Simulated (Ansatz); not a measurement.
# CH5FGe2: the cost of one run

Program: Ansatz 0.2.0, driven from Python. Level of theory: r2SCAN0/6-31G*. These are calculated values, not measurements.

## (1) The structure

Bond lengths: F1–Ge2 1.732 Å, Ge2–C3 1.881 Å, Ge2–Ge4 2.509 Å, C3–Ge4 1.914 Å, Ge2–H5 1.565 Å, C3–H6 1.136 Å, C3–H7 1.117 Å, Ge4–H8 1.531 Å, Ge4–H9 1.596 Å. Angles (14 of 18 angles, heavy atoms first): F1–Ge2–C3 113.8°, F1–Ge2–Ge4 108.5°, C3–Ge2–Ge4 49.2°, Ge2–C3–Ge4 82.8°, Ge2–Ge4–C3 48.0°, F1–Ge2–H5 123.1°, C3–Ge2–H5 123.1°, Ge4–Ge2–H5 108.1°, Ge2–C3–H6 114.7°, Ge2–C3–H7 116.7°, Ge4–C3–H6 111.1°, Ge4–C3–H7 113.3°, Ge2–Ge4–H8 111.1°, Ge2–Ge4–H9 107.5°.

The script holds or builds the structure itself.

## (2) The code

tae_ch5fge2.py

```python
'''Atomisation energy of CH5FGe2 at the given geometry.'''

from collections import Counter
from dataclasses import dataclass

import ansatz as az


@dataclass(frozen=True)
class Options:
    basis_set: str = '6-31G*'
    functional: str = 'R2SCAN0'


cfg = Options()


def energy(molecule, charge=0, unpaired=0):
    calc = molecule.calculation().basis(gaussian=cfg.basis_set).functional(cfg.functional)
    if charge:
        calc = calc.charge(charge)
    if unpaired:
        calc = calc.spin('collinear', total=unpaired)
    report = calc.run(threads=1, pin='off').report
    if report['published_state_doubts']:
        print('  doubts:', report['published_state_doubts'])
    return report['free_energy_ev']


def main() -> None:
    ch5fge2 = (
        az.Crystal.molecule()
        .atom('F', [-2.4754, 0.0046, 0.3965])
        .atom('Ge', [-1.0809, 0.5592, -0.4691])
        .atom('C', [0.4615, 0.7111, 0.5962])
        .atom('Ge', [0.7998, -1.0526, -0.066])
        .atom('H', [-1.1046, 0.9067, -1.9951])
        .atom('H', [1.235, 1.4486, 0.2106])
        .atom('H', [0.3072, 0.7465, 1.702])
        .atom('H', [1.6913, -1.1804, -1.3039])
        .atom('H', [0.2546, -2.1901, 0.9118])
    )

    # Hund ground states
    unpaired = {'F': 1, 'Ge': 2, 'C': 2, 'H': 1}
    counts = Counter(site.symbol for site in ch5fge2.cartesian_sites)
    atom_energy = {s: energy(az.Crystal.molecule().atom(s, (0, 0, 0)), 0, unpaired[s]) for s in counts}
    whole = energy(ch5fge2, 0, 0)
    for s, e in atom_energy.items():
        print(f'{s:2s} x{counts[s]}  {e:14.5f} eV')
    print(f'CH5FGe2: {whole:.5f} eV')
    split = sum(counts[s] * e for s, e in atom_energy.items()) - whole
    print(f'atomisation energy (no zero-point term): {23.060548 * split:.1f} kcal/mol, {split / sum(counts.values()):.3f} eV an atom')


if __name__ == '__main__':
    main()
```

## (3) The input behind the calls

The package turns the script's settings into the engine's input (first run):

```yaml
crystal:
  periodic: [false, false, false]
  atoms:
    - { symbol: F, position_ang: [0.0, 0.0, 0.0] }
basis:
  gaussian:
    orbitals: "6-31G*"
hamiltonian:
  xc: r2scan0
magnetization:
  spin_polarized: true
  initial_magnetization: 1.0
```

## (4) The run

Command:

```console
$ python tae_ch5fge2.py
```

Q: Estimate wall time and peak memory on 1 thread of Arm Neoverse V1, shared host.

About 13 s, with a peak of 0.34 GiB.
